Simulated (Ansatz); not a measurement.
# Br2H2O2Sn: small, medium and large basis sets

One table from this session's results is given with a row withheld; the runs are named, their logs left out.

Program: Ansatz 0.2.0, Gaussian basis. Level of theory: one geometry, several basis sets. These are calculated values, not measurements.

The runs, in order: PBE0-D4/def2-SVP; ωB97M-V/def2-SVP; PBE0-D4/def2-QZVPP; ωB97M-V/def2-QZVPP; the functionals' def2-TZVPP values are taken from earlier runs.

## The relaxed structure

The geometry comes from an earlier relaxation with PBE0-D4 in a triple-zeta def2 set; it is a stationary point, not always the lowest conformer. Sn takes the def2 core potential; no spin-orbit term is included.

SMILES `[OH][Sn]([OH])([Br])[Br]`, 7 atoms, charge 0, spin multiplicity 1.

Atoms are counted from 1 here; the program's logs count them from 0.

Bond lengths: O1–Sn2 1.942 Å, O1–H6 0.962 Å, Sn2–O3 1.934 Å, Sn2–Br4 2.440 Å, Sn2–Br5 2.453 Å, O3–H7 0.963 Å. Angles: Sn2–O1–H6 113.5°, O1–Sn2–O3 105.0°, O1–Sn2–Br4 112.8°, O1–Sn2–Br5 109.3°, O3–Sn2–Br4 108.2°, O3–Sn2–Br5 112.2°, Br4–Sn2–Br5 109.4°, Sn2–O3–H7 111.2°.

Geometry (Å):

```xyz
7

O    -0.9713   -0.0470    1.3013
Sn   -0.0126    0.0407   -0.3855
O     1.5423   -1.0827   -0.1366
Br   -1.3045   -0.8509   -2.2538
Br    0.5915    2.3723   -0.8525
H    -1.5004    0.7350    1.4836
H     1.7162   -1.2356    0.7980
```

The first run:

in.yaml

```yaml
crystal:
  periodic: [false, false, false]
  atoms:
    - {symbol: O, position_ang: [-0.971342, -0.046963, 1.301263]}
    - {symbol: Sn, position_ang: [-0.012600, 0.040747, -0.385517]}
    - {symbol: O, position_ang: [1.542298, -1.082654, -0.136581]}
    - {symbol: Br, position_ang: [-1.304476, -0.850879, -2.253781]}
    - {symbol: Br, position_ang: [0.591467, 2.372312, -0.852453]}
    - {symbol: H, position_ang: [-1.500362, 0.735010, 1.483555]}
    - {symbol: H, position_ang: [1.716215, -1.235573, 0.798015]}
basis:
  gaussian: {orbitals: def2-SVP}
hamiltonian: {xc: pbe0, dispersion: d4}
output: {orbitals: {seedname: orbitals}}
```

Run with:

```console
$ ansatz run in.yaml --threads 4 --pin off --events-out ev --progress --plain --max-ram 11315MiB
```

Steps of the session up to this table: PBE0-D4 in def2-SVP; ωB97M-V in def2-SVP; PBE0-D4 in def2-QZVPP; ωB97M-V in def2-QZVPP.

One of the session's tables, all rows but one given; the rest of the session is left out.

It belongs to the step «Density functionals: the series». 

```
functional       basis  HOMO (eV)  LUMO (eV)
   PBE0-D4    def2-SVP      -8.67      -2.45
   PBE0-D4  def2-TZVPP      -8.81      -2.61
   PBE0-D4  def2-QZVPP      -8.82      -2.64
   ωB97M-V    def2-SVP     -10.86      -0.40
   ωB97M-V  def2-TZVPP     -11.02      -0.64
   ωB97M-V  def2-QZVPP          ?          ?
```

Q: Estimate the row for ωB97M-V, def2-QZVPP from the others.

As computed: HOMO (eV): -11.04; LUMO (eV): -0.72. In the column «HOMO (eV)» it is the lowest.
